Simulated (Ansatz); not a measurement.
# Cr2B: the cost of one run

Method: DFT PBEsol, scalar-relativistic, plane waves, PAW, in Ansatz 0.2.0.

### Step 1. The starting structure

The structure is tetragonal, space group I4/mcm (No. 140). Conventional cell: a = 5.085 Å, b = 5.085 Å, c = 4.234 Å, α = 90.00°, β = 90.00°, γ = 90.00°. Cr (site symmetry m2m) is surrounded by 4 B at 2.17 Å and 3 Cr at 2.38 to 2.44 Å. Around B (site symmetry 422) lie 2 B at 2.12 Å and 8 Cr at 2.17 Å.

Structure file:

```
CELL_PARAMETERS angstrom
-2.54270 2.54270 2.11710
2.54270 -2.54270 2.11710
2.54270 2.54270 -2.11710
ATOMIC_POSITIONS crystal
Cr 0.66539 0.16539 0.83078
Cr 0.16539 0.33461 0.50000
Cr 0.33461 0.83461 0.16922
Cr 0.83461 0.66539 0.50000
B 0.25000 0.25000 0.00000
B 0.75000 0.75000 0.00000
```

It is the result of an earlier relaxation at this level (volume 9.13 Å³/atom; gap on the mesh: none (metal)).

### Step 2. Point at V/V0 = 0.97

File input.yaml:

```yaml
crystal:
  lattice:
    - [-2.5170167908, 2.5170167908, 2.0957109778]
    - [2.5170167908, -2.5170167908, 2.0957109778]
    - [2.5170167908, 2.5170167908, -2.0957109778]
  atoms:
    - { symbol: Cr, position: [0.6653880398, 0.1653880398, 0.8307760796] }
    - { symbol: Cr, position: [0.1653880398, 0.3346119602, 0.5] }
    - { symbol: Cr, position: [0.3346119602, 0.8346119602, 0.1692239204] }
    - { symbol: Cr, position: [0.8346119602, 0.6653880398, 0.5] }
    - { symbol: B, position: [0.25, 0.25, 0.0] }
    - { symbol: B, position: [0.75, 0.75, 0.0] }
basis:
  ecutwfc: 420
kpoints:
  mp_grid: { grid: [12, 12, 12] }
hamiltonian:
  xc: pbesol
scf:
  occupations: { method: gaussian, width: 0.1 }
output:
  forces: true
  stress: true
  eigenvalues: true
relax:
  adjacent_minimum: "off"
  f_tol: 0.01
  max_steps: 30
  cell: { stress_tol: 0.1, fix: [volume] }
```

Command:

```console
ansatz run input.yaml --threads 2 --pin off --max-ram 5120MiB --backend cpu --events-out ev --progress --plain --runs-dir out
```

**Question.** How long does this run take on 2 threads of Intel Xeon Platinum 8259CL at 2.50GHz (Skylake/Cascade Lake), shared host, and how much memory does it need?

About 36 s, with a peak of 0.58 GiB.
